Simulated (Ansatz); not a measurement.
# CH7FN2Si: the cost of one run

Program: Ansatz 0.2.0. Level of theory: RKS B3LYP/cc-pVDZ. These are calculated values, not measurements.

**1. The structure to begin with**

Bond lengths: Si1–F2 2.001 Å, Si1–C3 1.847 Å, Si1–N5 1.711 Å, Si1–N6 1.712 Å, C3–H7 1.083 Å, C3–H8 1.083 Å, N5–H9 1.005 Å, N5–H10 1.004 Å, N6–H11 1.007 Å, N6–H12 1.006 Å. Angles (14 of 15 angles, heavy atoms first): F2–Si1–C3 76.3°, F2–Si1–N5 99.5°, F2–Si1–N6 108.2°, C3–Si1–N5 128.5°, C3–Si1–N6 125.9°, N5–Si1–N6 104.5°, Si1–C3–H7 116.9°, Si1–C3–H8 116.7°, Si1–N5–H9 119.8°, Si1–N5–H10 119.3°, Si1–N6–H11 117.7°, Si1–N6–H12 118.2°, H7–C3–H8 109.0°, H9–N5–H10 111.5°.

Structure file:

```xyz
12

Si   -0.1562    0.0811    0.0194
F     1.2306   -1.1265    0.8084
C     1.1775    0.0538   -1.2583
H     1.6940   -0.7675   -0.2625
N    -0.3592    1.1687    1.3252
N    -1.6342   -0.7793   -0.0555
H     1.6860    0.9897   -1.4566
H     0.9392   -0.4246   -2.2005
H    -1.2274    1.6627    1.4329
H     0.4204    1.7245    1.6269
H    -2.0182   -1.1246    0.8089
H    -1.7525   -1.4581   -0.7885
```

**2. Pulling towards end A**

Springs on the bonds that form and break draw the guess towards this end; the thresholds are loose.

Contents of input.yaml:

```yaml
crystal:
  periodic: [false, false, false]
  atoms:
    - { symbol: Si, position_ang: [-0.1562, 0.0811, 0.0194] }
    - { symbol: F, position_ang: [1.2306, -1.1265, 0.8084] }
    - { symbol: C, position_ang: [1.1775, 0.0538, -1.2583] }
    - { symbol: H, position_ang: [1.694, -0.7675, -0.2625] }
    - { symbol: "N", position_ang: [-0.3592, 1.1687, 1.3252] }
    - { symbol: "N", position_ang: [-1.6342, -0.7793, -0.0555] }
    - { symbol: H, position_ang: [1.686, 0.9897, -1.4566] }
    - { symbol: H, position_ang: [0.9392, -0.4246, -2.2005] }
    - { symbol: H, position_ang: [-1.2274, 1.6627, 1.4329] }
    - { symbol: H, position_ang: [0.4204, 1.7245, 1.6269] }
    - { symbol: H, position_ang: [-2.0182, -1.1246, 0.8089] }
    - { symbol: H, position_ang: [-1.7525, -1.4581, -0.7885] }
basis:
  gaussian: { orbitals: cc-pVDZ }
hamiltonian:
  xc: b3lyp
relax:
  f_tol: 0.15
  max_steps: 25
  restrain:
    - { distance: [3, 1], at: 2.18, k: 30.0 }
    - { distance: [0, 1], at: 1.68, k: 30.0 }
    - { distance: [3, 2], at: 1.07, k: 30.0 }
output:
  orbitals: {}
```

Started as:

```
$ ansatz run input.yaml --threads 2 --pin off --max-ram 3072MiB --backend cpu --events-out ev --progress --plain --runs-dir out
```

**Question.** How long does this run take on 2 threads of Intel Xeon Platinum 8488C (Sapphire Rapids), shared host, and how much memory does it need?

About 20 s, with a peak of 0.26 GiB.
